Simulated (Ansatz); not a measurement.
# Ga2SbAs: the band gap up the ladder of functionals

One table from this session's results is given with a row withheld; the runs are named, their logs left out.

Code: Ansatz 0.2.0. PAW datasets, plane waves. Spin-unpolarised throughout. Whether this structure exists isn't addressed.

## Starting point

The cell was relaxed beforehand with r2SCAN.

Space group I-42d (No. 122), tetragonal; a = 5.905 Å, c = 11.766 Å in the conventional setting, 25.64 Å³ an atom. As has 4 Ga at 2.47 Å; Ga has 2 As at 2.47 Å and 2 Sb at 2.64 Å; Sb has 4 Ga at 2.64 Å.

As a file:

```cif
data_structure
_symmetry_space_group_name_H-M 'I-42d'
_symmetry_Int_Tables_number 122
_cell_length_a 5.9047
_cell_length_b 5.9047
_cell_length_c 11.7655
_cell_angle_alpha 90.000
_cell_angle_beta 90.000
_cell_angle_gamma 90.000
_cell_volume 410.22
loop_
_atom_site_label
_atom_site_type_symbol
_atom_site_symmetry_multiplicity
_atom_site_Wyckoff_symbol
_atom_site_fract_x
_atom_site_fract_y
_atom_site_fract_z
_atom_site_occupancy
As1 As 4 a 0.00000 0.50000 0.25000 1
Ga1 Ga 8 d 0.27465 0.75000 0.62500 1
Sb1 Sb 4 b 0.50000 0.00000 0.25000 1
```

The first run:

File input.yaml:

```yaml
crystal:
  lattice:
    - [-2.9523697447, 2.9523697447, 5.8827502483]
    - [2.9523697447, -2.9523697447, 5.8827502483]
    - [2.9523697447, 2.9523697447, -5.8827502483]
  atoms:
    - { symbol: As, position: [0.0, 0.0, 0.0] }
    - { symbol: Ga, position: [0.625, 0.6496538607, 0.5246538607] }
    - { symbol: As, position: [0.25, 0.75, 0.5] }
    - { symbol: Ga, position: [0.8996538607, 0.375, 0.0246538607] }
    - { symbol: Sb, position: [0.5, 0.5, 0.0] }
    - { symbol: Ga, position: [0.125, 0.1003461393, 0.4753461393] }
    - { symbol: Sb, position: [0.75, 0.25, 0.5] }
    - { symbol: Ga, position: [0.3503461393, 0.875, -0.0246538607] }
kpoints:
  mp_grid: { grid: [6, 6, 6] }
  band_path:
    path:
      - [[0.0, 0.0, 0.0], [-1.254929347486e-17, 1.254929347486e-17, 0.5], [0.25, 0.25, 0.25], [-8.284419746001e-18, 0.5, 8.284419746001e-18], [0.0, 0.0, 0.0], [0.5, 0.5, -0.5], [0.3129681130682, 0.6870318869318, -0.3129681130682]]
      - [[-0.3129681130682, 0.3129681130682, 0.3129681130682], [0.0, 0.0, 0.0]]
      - [[-1.254929347486e-17, 1.254929347486e-17, 0.5], [-0.1259362261363, 0.1259362261363, 0.5]]
      - [[0.5, 0.5, -0.1259362261363], [0.5, 0.5, -0.5]]
    npoints: 10
hamiltonian:
  xc: pbe
scf:
  occupations: { method: fermi_dirac, width: 0.02 }
  n_extra_bands: 6
output:
  forces: true
  stress: true
  eigenvalues: true
  write_density: true
  write_potential: true
  elf: true
  volumetric_format: npy
```

On the command line:

```sh
$ ansatz run input.yaml --threads 4 --pin off --max-ram 6451MiB --backend cpu --events-out ev --progress --plain --runs-dir out
```

Among the steps run: Band structure with PBE; Single point with r2SCAN; HSE06; Single point with PBE+SOC; PBE0.

One of the session's tables, all rows but one given; the rest of the session is left out.

```
  level  gap (eV)
    PBE      0.15
 r2SCAN      0.60
  HSE06         ?
PBE+SOC      0.00
   PBE0      1.52
```

Estimate the missing values for HSE06.

As computed: gap (eV): 0.97. In the column «gap (eV)» it lies between r2SCAN (0.60) and PBE0 (1.52).

Meshes: PBE 6×6×6, r2SCAN 6×6×6, HSE06 4×4×4, PBE+SOC 6×6×6, PBE0 4×4×4

What this shows: PBE+SOC gives the least gap, 0.00 eV, and PBE0 the largest, 1.52 eV. Against HSE06, PBE is short by 0.82 eV, at 16 % of it, and r2SCAN 62 %. PBE0 lies 0.55 eV above HSE06, which differs from it by screening the long-range exchange.

Limits of these values: Warnings in the runs' records: stress exchange threshold loose, stress scf threshold loose.
